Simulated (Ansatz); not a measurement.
**HfCl₂O (singlet): density functionals in def2-SVP**

The task here is to estimate one member of a computed series from the others.

Program: Ansatz 0.2.0, Gaussian basis. Level of theory: def2-SVP, all electrons in the functionals, frozen cores in the correlation of double hybrids and RPA. These are calculated values, not measurements.

The runs, in order: PBE, r2SCAN, B97M-V, PBE0, B3LYP, wB97M-V, B2PLYP, RPA-PBE.

## The geometry

The geometry is a PBE0/def2-TZVP stationary point (not a proven minimum). No spin-orbit coupling is included. Elements past krypton take def2 core potentials.

4 atoms, charge 0, spin multiplicity 1.

Atoms are counted from 1 here; the program's logs count them from 0.

Bond lengths: Hf1–O2 1.742 Å, Hf1–Cl3 2.365 Å, Hf1–Cl4 2.365 Å. Angles: O2–Hf1–Cl3 112.1°, O2–Hf1–Cl4 112.1°, Cl3–Hf1–Cl4 120.7°.

No dispersion term is added; B97M-V, wB97M-V hold VV10 nonlocal correlation. B3LYP takes the VWN-RPA correlation.

The first run:

Contents of in.yaml:

```yaml
crystal:
  periodic: [false, false, false]
  atoms:
    - {symbol: Hf, position_ang: [-0.131806, 0.203248, 0.000000]}
    - {symbol: O, position_ang: [0.571500, 1.797023, 0.000000]}
    - {symbol: Cl, position_ang: [0.202837, -0.917116, -2.056033]}
    - {symbol: Cl, position_ang: [0.202837, -0.917115, 2.056034]}
basis:
  gaussian: {orbitals: def2-SVP}
hamiltonian: {xc: {name: PBE}}
output: {orbitals: {seedname: orbitals}}
```

Launch:

```
$ ansatz run in.yaml --threads 1 --pin off --events-out ev --progress --plain --max-ram 2816MiB --backend cpu
```

Among the steps run: PBE (restricted); r2SCAN (restricted); B97M-V (restricted); PBE0 (restricted); B3LYP (restricted); wB97M-V (restricted); B2PLYP (restricted); RPA-PBE.

One of the session's tables, all rows but one given; the rest of the session is left out.

```
   method  atomisation energy (kcal/mol)
      PBE                              ?
   r2SCAN                          414.0
   B97M-V                          406.9
     PBE0                          401.1
    B3LYP                          393.9
  wB97M-V                          403.8
   B2PLYP                          397.9
  RPA-PBE                          349.6
RCCSDT(Q)                          383.3
```

Estimate the missing values for PBE.

The run gave: atomisation energy (kcal/mol): 422.3. In the column «atomisation energy (kcal/mol)» it is the highest.
